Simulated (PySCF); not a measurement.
# InPH6 (SMILES [PH3+][InH3-]) at 6 levels

We compute a comparison of 6 runs (HF/def2-SVP, HF/def2-TZVP, PBE0/STO-3G, PBE0/def2-SVP, wB97X/def2-SVPD, CAM-B3LYP/def2-TZVP) of InPH6. Input form: a Python script.

The results are computed with PySCF 2.14.0.

## (1) The structure to begin with

InPH6 has 8 atoms, charge 0, and is taken as a singlet. SMILES: `[PH3+][InH3-]`. The coordinates come from a PBE0-D4/def2-TZVP relaxation.

Bond lengths: P1–In2 2.782 Å, P1–H3 1.411 Å, P1–H4 1.411 Å, P1–H5 1.411 Å, In2–H6 1.731 Å, In2–H7 1.731 Å, In2–H8 1.731 Å. Some angles: P1–In2–H6 95.3°, P1–In2–H7 95.1°, P1–In2–H8 95.2°, In2–P1–H3 119.8°, In2–P1–H4 119.6°, In2–P1–H5 119.7°, H6–In2–H7 119.2°, H6–In2–H8 119.2°, H7–In2–H8 119.2°, H3–P1–H4 97.6°.

## (2) Energy and gradient at HF/def2-SVP (core potential) (run 1)

calc.py reads:

```python
# [PH3+][InH3-]
import pyscf.grad
from pyscf import gto

molecule = gto.M(
    atom='''
P       -0.593300       0.062600      -1.026600
In       0.822000      -0.099900       1.362800
H       -1.997500      -0.077200      -1.021800
H       -0.318900      -0.855700      -2.062100
H       -0.526800       1.240500      -1.800800
H        0.023300       1.240800       2.111900
H        2.376100       0.140700       0.638900
H        0.307400      -1.708800       1.741800
''',
    ecp={'In': 'def2-svp'},
    verbose=4,
    max_memory=1860,
    spin=0,
    basis='def2-svp',
)

hf = molecule.RHF()
hf.conv_tol = 1e-10
hf.kernel()
if not hf.converged:
    hf = hf.newton().run(hf.mo_coeff, hf.mo_occ)

etot = hf.e_tot
print(f'total energy: {etot:.8f} hartree')
grad = hf.Gradients().kernel()
hf.analyze()
```

Command:

```console
OMP_NUM_THREADS=1 python calc.py
```

The program printed:

```text
PySCF version 2.14.0

[... 78 lines left out ...]
One-electron Energy =                -1037.990754844782941
[... 8 lines left out ...]
MO #4   energy= -5.44046069741471  occ= 2
[... 6 lines left out ...]
MO #11  energy= -0.994665068207025 occ= 2
[... 6 lines left out ...]
MO #18  energy= -0.561332739415092 occ= 2
[... 6 lines left out ...]
MO #25  energy= 0.162076296514005  occ= 0
[... 6 lines left out ...]
MO #32  energy= 0.339924826485633  occ= 0
[... 6 lines left out ...]
MO #39  energy= 0.62741274970377   occ= 0
[... 6 lines left out ...]
MO #46  energy= 0.854837305307794  occ= 0
[... 6 lines left out ...]
MO #53  energy= 1.60392898208183   occ= 0
[... 6 lines left out ...]
MO #60  energy= 1.91355741226351   occ= 0
[... 6 lines left out ...]
MO #67  energy= 2.24991035924064   occ= 0
[... 6 lines left out ...]
MO #74  energy= 61.7111026488344   occ= 0
[... 46 lines left out ...]
pop of  2 H 1s            0.98846
pop of  2 H 2s            0.00700
pop of  2 H 2px           0.00613
pop of  2 H 2py           0.00031
pop of  2 H 2pz           0.00038
pop of  3 H 1s            0.98792
pop of  3 H 2s            0.00730
pop of  3 H 2px           0.00052
pop of  3 H 2py           0.00264
pop of  3 H 2pz           0.00373
pop of  4 H 1s            0.98804
pop of  4 H 2s            0.00718
pop of  4 H 2px           0.00036
pop of  4 H 2py           0.00420
pop of  4 H 2pz           0.00230
pop of  5 H 1s            1.56494
pop of  5 H 2s            0.02508
pop of  5 H 2px           0.01139
pop of  5 H 2py           0.01351
pop of  5 H 2pz           0.00878
pop of  6 H 1s            1.56903
pop of  6 H 2s            0.02489
pop of  6 H 2px           0.01614
pop of  6 H 2py           0.00410
pop of  6 H 2pz           0.01029
pop of  7 H 1s            1.56682
pop of  7 H 2s            0.02537
pop of  7 H 2px           0.00660
pop of  7 H 2py           0.01286
pop of  7 H 2pz           0.01031
 ** Mulliken atomic charges  **
charge of    0P =      0.00211
charge of    1In =      1.87444
charge of    2H =     -0.00228
charge of    3H =     -0.00211
charge of    4H =     -0.00208
charge of    5H =     -0.62369
charge of    6H =     -0.62445
charge of    7H =     -0.62195
Dipole moment(X, Y, Z, Debye): -2.04512,  0.23407, -3.45144
```

It took 5.7 s on 1 thread of Intel Xeon at 2.70GHz, shared host; peak memory 0.15 GiB.

## (3) Energy and gradient at HF/def2-TZVP (core potential) (run 2)

calc.py reads:

```python
import pyscf.grad
from pyscf import gto, scf

system = gto.Mole()
system.atom = '''
P     -1.121175     0.118297    -1.939993
In     1.553355    -0.188784     2.575319
H     -3.774728    -0.145887    -1.930922
H     -0.602634    -1.617039    -3.896804
H     -0.995508     2.344205    -3.403019
H      0.044031     2.344772     3.990913
H      4.490178     0.265884     1.207346
H      0.580902    -3.229164     3.291525
'''
system.unit = 'bohr'
system.max_memory = 1860
system.ecp = {'In': 'def2-svp'}
system.spin = 0
system.basis = 'def2-tzvp'
system.verbose = 4
system.build()

hf = scf.RHF(system)
hf.conv_tol = 1e-10
hf.kernel()
if not hf.converged:
    hf = hf.newton().run(hf.mo_coeff, hf.mo_occ)

e_tot = hf.e_tot
print('Final energy', e_tot)
grad = hf.Gradients().kernel()
hf.analyze()
```

Command:

```console
OMP_NUM_THREADS=1 python calc.py
```

The program printed:

```text
PySCF version 2.14.0

[... 86 lines left out ...]
MO #3   energy= -5.43118622477021  occ= 2
[... 11 lines left out ...]
MO #15  energy= -0.901760760611284 occ= 2
[... 11 lines left out ...]
MO #27  energy= 0.140656792758052  occ= 0
[... 11 lines left out ...]
MO #39  energy= 0.407722142971682  occ= 0
[... 11 lines left out ...]
MO #51  energy= 0.757861001743943  occ= 0
[... 11 lines left out ...]
MO #63  energy= 1.22539991570468   occ= 0
[... 11 lines left out ...]
MO #75  energy= 1.56190231166652   occ= 0
[... 11 lines left out ...]
MO #87  energy= 2.06196075822842   occ= 0
[... 11 lines left out ...]
MO #99  energy= 2.55671129154312   occ= 0
[... 11 lines left out ...]
MO #111 energy= 3.05489004545912   occ= 0
[... 11 lines left out ...]
MO #123 energy= 125.723072931846   occ= 0
[... 95 lines left out ...]
pop of  3 H 1s            0.98774
pop of  3 H 2s            0.00825
pop of  3 H 3s            0.00101
pop of  3 H 2px           0.00022
pop of  3 H 2py           0.00262
pop of  3 H 2pz           0.00362
pop of  4 H 1s            0.98769
pop of  4 H 2s            0.00810
pop of  4 H 3s            0.00100
pop of  4 H 2px           0.00004
pop of  4 H 2py           0.00432
pop of  4 H 2pz           0.00209
pop of  5 H 1s            1.55504
pop of  5 H 2s            0.03550
pop of  5 H 3s            0.01173
pop of  5 H 2px           0.01034
pop of  5 H 2py           0.01857
pop of  5 H 2pz           0.00682
pop of  6 H 1s            1.55683
pop of  6 H 2s            0.04318
pop of  6 H 3s            0.01117
pop of  6 H 2px           0.03201
pop of  6 H 2py           0.00250
pop of  6 H 2pz           0.00814
pop of  7 H 1s            1.55522
pop of  7 H 2s            0.03920
pop of  7 H 3s            0.01133
pop of  7 H 2px           0.00598
pop of  7 H 2py           0.02659
pop of  7 H 2pz           0.00451
 ** Mulliken atomic charges  **
charge of    0P =     -0.00462
charge of    1In =      1.94879
charge of    2H =     -0.00279
charge of    3H =     -0.00346
charge of    4H =     -0.00325
charge of    5H =     -0.63800
charge of    6H =     -0.65383
charge of    7H =     -0.64284
Dipole moment(X, Y, Z, Debye): -1.97120,  0.22577, -3.32622
```

Run time: 20 s. Hardware: 1 thread of Intel Xeon at 2.70GHz, shared host; peak memory 0.34 GiB.

Runs 3 to 5 aren't shown in full; the table further down has their settings and results.

## (4) Energy and forces at CAM-B3LYP/def2-TZVP (core potential) (run 6)

input.py reads:

```python
# [PH3+][InH3-]
from pyscf import gto, dft

mol = gto.Mole()
mol.atom = [
    ('P', (-0.593300, 0.062600, -1.026600)),
    ('In', (0.822000, -0.099900, 1.362800)),
    ('H', (-1.997500, -0.077200, -1.021800)),
    ('H', (-0.318900, -0.855700, -2.062100)),
    ('H', (-0.526800, 1.240500, -1.800800)),
    ('H', (0.023300, 1.240800, 2.111900)),
    ('H', (2.376100, 0.140700, 0.638900)),
    ('H', (0.307400, -1.708800, 1.741800)),
]
mol.verbose = 4
mol.basis = 'def2-tzvp'
mol.max_memory = 1860
mol.ecp = {'In': 'def2-svp'}
mol.spin = 0
mol.build()

myscf = dft.RKS(mol, xc='cam-b3lyp')
myscf.grids.level = 5
myscf.conv_tol = 1e-10
myscf.kernel()
if not myscf.converged:
    myscf = myscf.newton().run(myscf.mo_coeff, myscf.mo_occ)

e_tot = myscf.e_tot
print('E(%s) = %.9f' % ('CAM-B3LYP', e_tot))
grad = myscf.nuc_grad_method().kernel()
dip = myscf.dip_moment()
pop, q = myscf.mulliken_pop()
```

Command:

```console
OMP_NUM_THREADS=1 python input.py
```

The program printed:

```text
PySCF version 2.14.0

[... 78 lines left out ...]
converged SCF energy = -535.040253446504
[... 13 lines left out ...]
Dipole moment(X, Y, Z, Debye): -1.90090,  0.21765, -3.20830
[... 93 lines left out ...]
pop of  2 H 2pz           0.00276
pop of  3 H 1s            0.24725
pop of  3 H 2s            0.49023
pop of  3 H 3s            0.15632
pop of  3 H 2px           0.00246
pop of  3 H 2py           0.00530
pop of  3 H 2pz           0.00699
pop of  4 H 1s            0.24721
pop of  4 H 2s            0.49025
pop of  4 H 3s            0.15636
pop of  4 H 2px           0.00214
pop of  4 H 2py           0.00753
pop of  4 H 2pz           0.00508
pop of  5 H 1s            0.22502
pop of  5 H 2s            0.52148
pop of  5 H 3s            0.39705
pop of  5 H 2px           0.00163
pop of  5 H 2py           0.00325
pop of  5 H 2pz           0.00144
pop of  6 H 1s            0.22501
pop of  6 H 2s            0.52148
pop of  6 H 3s            0.39714
pop of  6 H 2px           0.00403
pop of  6 H 2py           0.00101
pop of  6 H 2pz           0.00128
pop of  7 H 1s            0.22501
pop of  7 H 2s            0.52147
pop of  7 H 3s            0.39706
pop of  7 H 2px           0.00115
pop of  7 H 2py           0.00429
pop of  7 H 2pz           0.00087
 ** Mulliken atomic charges  **
charge of    0P =     -0.12686
charge of    1In =      0.30226
charge of    2H =      0.09140
charge of    3H =      0.09144
charge of    4H =      0.09143
charge of    5H =     -0.14987
charge of    6H =     -0.14995
charge of    7H =     -0.14985
```

Wall time 84 s (1 thread of Intel Xeon at 2.70GHz, shared host); peak memory 1.3 GiB.

## (5) The series

```tsv
run	level	core potential	integration grid	energy (Eh)	dipole moment (D)	HOMO energy (eV)	LUMO energy (eV)	wall time
1	HF/def2-SVP (core potential)	def2-svp	–	-533.279041	4.02	-10.37	2.32	5.7 s
2	HF/def2-TZVP (core potential)	def2-svp	–	-533.406900	3.87	-10.43	1.76	20 s
3	PBE0/STO-3G	–	5	-6025.513890	4.95	-3.73	4.76	13 s
4	PBE0/def2-SVP (core potential)	def2-svp	5	-534.789498	4.03	-7.50	-0.25	21 s
5	wB97X/def2-SVPD (core potential)	def2-svp	5	-534.968565	3.88	-9.93	1.35	50 s
6	CAM-B3LYP/def2-TZVP (core potential)	def2-svp	5	-535.040253	3.74	-8.95	0.30	84 s
```

## (6) Outcome

| quantity | value |
| --- | --- |
| run 6: total energy | -535.04025 Eh |
| run 6: dipole moment | 3.74 D |
| run 6: HOMO energy | -8.95 eV |
| run 6: LUMO energy | 0.30 eV |
| run 6: HOMO–LUMO gap | 9.24 eV |
| run 6: largest force on an atom | 0.319 eV/Å |

The dipole moment (its size) runs from 3.74 D (CAM-B3LYP/def2-TZVP) to 4.95 D (PBE0/STO-3G). The two ends differ in method and basis and core potential. The HOMO–LUMO gap runs from 7.25 eV (PBE0/def2-SVP) to 12.69 eV (HF/def2-SVP). Exact exchange widens orbital gaps. Totals of different functionals can't be ranked against each other. Some runs of one species differ in core potentials or relativity; totals across that change don't compare. In run 3 the basis is minimal, so the values are rough. In run 3 relativity is left out where basis or elements ask for it. All runs together took 3.2 min, the longest 84 s.
